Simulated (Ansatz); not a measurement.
# LaBi2ClO4: the cost of one run

Program: the Python package of Ansatz 0.2.0. Level of theory: DFT PBEsol, plane waves, norm-conserving potentials. These are calculated values, not measurements.

**1. Starting point**

The structure is tetragonal, space group P4/mmm (No. 123). Conventional cell: a = 3.989 Å, b = 3.989 Å, c = 9.333 Å, α = 90.00°, β = 90.00°, γ = 90.00°. Around La (site symmetry 4/mmm) lie 8 O at 2.50 Å. Bi (site symmetry 4mm) is surrounded by 4 O at 2.27 Å. Cl (site symmetry 4/mmm) has 8 Bi at 3.50 Å in its first shell of neighbours. O (site symmetry 2mm) has 2 Bi at 2.27 Å and 2 La at 2.50 Å in its first shell of neighbours.

The script holds or builds the structure itself.

**2. The code**

Input file eos_labi2clo4.py:

```python
'''Energy against volume for LaBi2ClO4, with a fit.'''

import warnings

import ansatz as az
import numpy as np
from pymatgen.analysis.eos import EOS

VECTORS = np.array([
    [3.988897, 0.0, 0.0],
    [0.0, 3.988897, 0.0],
    [0.0, 0.0, 9.333185],
])
SITES = [
    ('La', (0.0, 0.0, 0.0)),
    ('Bi', (0.5, 0.5, 0.278377)),
    ('Bi', (0.5, 0.5, 0.721623)),
    ('Cl', (0.0, 0.0, 0.5)),
    ('O', (0.0, 0.5, 0.161656)),
    ('O', (0.0, 0.5, 0.838344)),
    ('O', (0.5, 0.0, 0.161656)),
    ('O', (0.5, 0.0, 0.838344)),
]


def crystal_on(cell):
    crystal = az.Crystal(lattice=az.Lattice.of(cell))
    for symbol, position in SITES:
        crystal = crystal.atom(symbol, position)
    return crystal


def main() -> None:
    warnings.simplefilter('ignore', az.DeckWarning)

    # uniform scaling of the cell
    volumes, energies = [], []
    for scale in np.linspace(0.92, 1.08, 7):
        cell = VECTORS * scale ** (1 / 3)
        calculation = crystal_on(cell).calculation()
        calculation = calculation.functional('PBEsol')
        calculation = calculation.pseudopotentials('nc')
        calculation = calculation.occupations('fixed')
        calculation = calculation.scf(tolerance=1e-09, self_checks='high').kpoints(6, 6, 3)
        data = calculation.run(threads=1).report
        volumes.append(abs(np.linalg.det(cell)) / len(SITES))
        energies.append(data['free_energy_ev'] / len(SITES))
        print(f'V = {volumes[-1]:8.4f} A^3/atom  F = {energies[-1]:.5f} eV/atom')

    for form in ['pourier_tarantola']:
        fit = EOS(eos_name=form).fit(volumes, energies)
        print(f'{form:18s} V0 {fit.v0:8.4f} A^3/atom  B0 {fit.b0_GPa:7.1f} GPa  B1 {fit.b1:5.2f}')


if __name__ == '__main__':
    main()
```

**3. What the engine is handed**

The engine receives this input (first run):

```yaml
crystal:
  lattice:
    - [3.879556651137916, 0.0, 0.0]
    - [0.0, 3.879556651137916, 0.0]
    - [0.0, 0.0, 9.077351444033434]
  atoms:
    - { symbol: La, position: [0.0, 0.0, 0.0] }
    - { symbol: Bi, position: [0.5, 0.5, 0.278377] }
    - { symbol: Bi, position: [0.5, 0.5, 0.721623] }
    - { symbol: Cl, position: [0.0, 0.0, 0.5] }
    - { symbol: O, position: [0.0, 0.5, 0.161656] }
    - { symbol: O, position: [0.0, 0.5, 0.838344] }
    - { symbol: O, position: [0.5, 0.0, 0.161656] }
    - { symbol: O, position: [0.5, 0.0, 0.838344] }
kpoints:
  mp_grid:
    grid: [6, 6, 3]
hamiltonian:
  xc: pbesol
  pseudopotentials:
    kind: nc
scf:
  self_checks: high
  convergence:
    dr2_threshold: 1.0e-09
  occupations:
    method: fixed
```

**4. Running it**

On the command line:

```sh
$ python eos_labi2clo4.py
```

What time and memory should one allow on 1 thread of Arm Neoverse V1, shared host?

About 14 min, with a peak of 1.2 GiB.
